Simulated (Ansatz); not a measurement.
# C3H4B: the cost of one run

All numbers are computed with the Python package of Ansatz 0.2.0. Level of theory: B3LYP/6-31G*.

**1. The system**

Bond lengths: B1–C2 1.556 Å, C2–C3 1.379 Å, C2–C4 1.379 Å, C3–C4 1.379 Å, B1–H5 1.181 Å, B1–H6 1.181 Å, C3–H7 1.081 Å, C4–H8 1.081 Å. Angles: B1–C2–C3 150.0°, B1–C2–C4 150.0°, C3–C2–C4 60.0°, C2–B1–H5 120.0°, C2–B1–H6 120.0°, H5–B1–H6 120.0°, C2–C3–C4 60.0°, C2–C3–H7 150.0°, C4–C3–H7 150.0°, C2–C4–C3 60.0°, C2–C4–H8 150.0°, C3–C4–H8 150.0°.

The script holds or builds the structure itself.

**2. The script**

c3h4b_torsion.py

```python
"""Energy of C3H4B(+) as one group turns about a bond."""

import ansatz as az
from ase import Atoms

atoms = Atoms(["B", "C", "C", "C", "H", "H", "H", "H"], positions=[
    (1.5485, -0.0477, 0.1601),
    (0.0011, 0.0, 0.0001),
    (-1.1917, 0.6815, 0.1215),
    (-1.181, -0.6083, -0.3668),
    (2.1431, -1.0225, -0.1414),
    (2.1272, 0.8909, 0.583),
    (-1.7363, 1.5739, 0.3975),
    (-1.711, -1.4676, -0.754),
])

# relax first, so that the scan starts from a minimum
first = (
    az.Crystal.molecule_from_ase(atoms).calculation()
    .basis(gaussian="6-31G*")
    .functional("B3LYP")
    .charge(1)
    .relax(force_tolerance=0.02, max_steps=80)
)
atoms.positions = first.run().report["positions_ang"]

start = atoms.get_dihedral(2, 1, 0, 4)
energies = {}
for turn in range(0, 360, 40):
    turned = atoms.copy()
    turned.set_dihedral(2, 1, 0, 4, start + turn, indices=[0, 4, 5])
    setup = (
        az.Crystal.molecule_from_ase(turned).calculation()
        .basis(gaussian="6-31G*")
        .functional("B3LYP")
        .charge(1)
    )
    energies[round((start + turn) % 360)] = setup.run().report["free_energy_ev"]
floor = min(energies.values())
print("dihedral C2-C1-B0-H4 (deg)   E - E(min) (kJ/mol)")
for angle, e in sorted(energies.items()):
    print(f"{angle:8d} {96.485332 * (e - floor):14.3f}  " + "#" * int(30 * (e - floor) / max(max(energies.values()) - floor, 1e-9)))
```

**3. What the engine is handed**

The package turns the script's settings into the engine's input (first run):

```yaml
crystal:
  periodic: [false, false, false]
  atoms:
    - { symbol: B, position_ang: [1.5485, -0.0477, 0.1601] }
    - { symbol: C, position_ang: [0.0011, 0.0, 0.0001] }
    - { symbol: C, position_ang: [-1.1917, 0.6815, 0.1215] }
    - { symbol: C, position_ang: [-1.181, -0.6083, -0.3668] }
    - { symbol: H, position_ang: [2.1431, -1.0225, -0.1414] }
    - { symbol: H, position_ang: [2.1272, 0.8909, 0.583] }
    - { symbol: H, position_ang: [-1.7363, 1.5739, 0.3975] }
    - { symbol: H, position_ang: [-1.711, -1.4676, -0.754] }
basis:
  gaussian:
    orbitals: "6-31G*"
hamiltonian:
  xc: b3lyp
total_charge: 1.0
relax:
  f_tol: 0.02
  max_steps: 80
```

**4. The run**

The run is started by

```sh
$ python c3h4b_torsion.py
```

Q: Estimate wall time and peak memory on 1 thread of Arm Neoverse V2, shared host.

About 17 s, with a peak of 0.2 GiB.
